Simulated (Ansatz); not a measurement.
# P: response to strain

P is deformed so: zz strain of -2 %. What stress and forces result, by LAPW, PAW and all-electron datasets made for the crystal?

Program: Ansatz 0.2.0. Level of theory: DFT PBEsol, scalar-relativistic. These are calculated values, not measurements.

## 1. Starting point

The structure is tetragonal, space group P4/mmm (No. 123). The conventional cell has a = 4.273 Å, b = 4.273 Å, c = 4.378 Å, α = 90.00°, β = 90.00°, γ = 90.00°. P (site symmetry 4/mmm) is surrounded by 6 P at 4.27 to 4.38 Å.

As a file:

```
CELL_PARAMETERS angstrom
4.27290 0.00000 0.00000
0.00000 4.27290 0.00000
0.00000 0.00000 4.37800
ATOMIC_POSITIONS crystal
P 0.00000 0.00000 0.00000
```

## 2. After the deformation

Space group P4/mmm before, P4/mmm after.

## 3. LAPW, all electrons

Input file input.yaml:

```yaml
crystal:
  lattice:
    - [4.2729048574, 0.0, 0.0]
    - [0.0, 4.2729048574, 0.0]
    - [0.0, 0.0, 4.29044]
  atoms:
    - { symbol: P, position: [0.0, 0.0, 0.0] }
kpoints:
  mp_grid: { grid: [10, 10, 9] }
  band_path:
    path:
      - [0.0, 0.0, 0.0]
      - [0.0, 0.5, 0.0]
      - [0.5, 0.5, 0.0]
      - [0.0, 0.0, 0.0]
      - [0.0, 0.0, 0.5]
      - [0.0, 0.5, 0.5]
      - [0.5, 0.5, 0.5]
      - [0.0, 0.0, 0.5]
      - [0.0, 0.5, 0.0]
    npoints: 5
scf:
  occupations: { method: fermi_dirac, width: 0.08 }
hamiltonian:
  xc: pbesol
  pseudopotentials: { kind: all_electron, lapw: { basis_error: 0.00025 } }
output:
  forces: true
  stress: true
  eigenvalues: true
```

Launch:

```sh
$ ansatz run input.yaml --threads 1 --pin off --max-ram 3072MiB --backend cpu --events-out ev --progress --plain --runs-dir out
```

## 4. PAW on the default files

Input file input.yaml:

```yaml
crystal:
  lattice:
    - [4.2729048574, 0.0, 0.0]
    - [0.0, 4.2729048574, 0.0]
    - [0.0, 0.0, 4.29044]
  atoms:
    - { symbol: P, position: [0.0, 0.0, 0.0] }
kpoints:
  mp_grid: { grid: [10, 10, 9] }
scf:
  occupations: { method: fermi_dirac, width: 0.08 }
hamiltonian:
  xc: pbesol
  pseudopotentials: { kind: paw }
output:
  forces: true
  stress: true
  eigenvalues: true
  efg: { contact_densities: true }
  write_density: true
  write_potential: true
  elf: true
  volumetric_format: npy
```

## 5. All-electron PAW on datasets made for the crystal

Changes to input.yaml since step 4:

```diff
@@ -13,3 +13,3 @@
   xc: pbesol
-  pseudopotentials: { kind: paw }
+  pseudopotentials: { kind: all_electron, datasets: crystal }
 output:
@@ -19,5 +19 @@
   efg: { contact_densities: true }
-  write_density: true
-  write_potential: true
-  elf: true
-  volumetric_format: npy
```

(Steps that only read results are left out.)

**Question.** What will these runs give? Wanted: pressure; largest shear or deviatoric stress.

**Answer**, as computed:

| quantity | value |
| --- | --- |
| pressure | LAPW -3.96, PAW -3.96, crystal datasets -3.96 GPa |
| largest shear or deviatoric stress (LAPW) | 0.07 GPa |

In words: The largest part of the stress beyond the pressure is 0.07 GPa in size, in the zz component. No run of the undeformed cell stands beside it, so the pressure holds what the given cell had before the change. PAW: stress within 0.01 GPa of LAPW. Crystal datasets: stress within 0.01 GPa of LAPW.
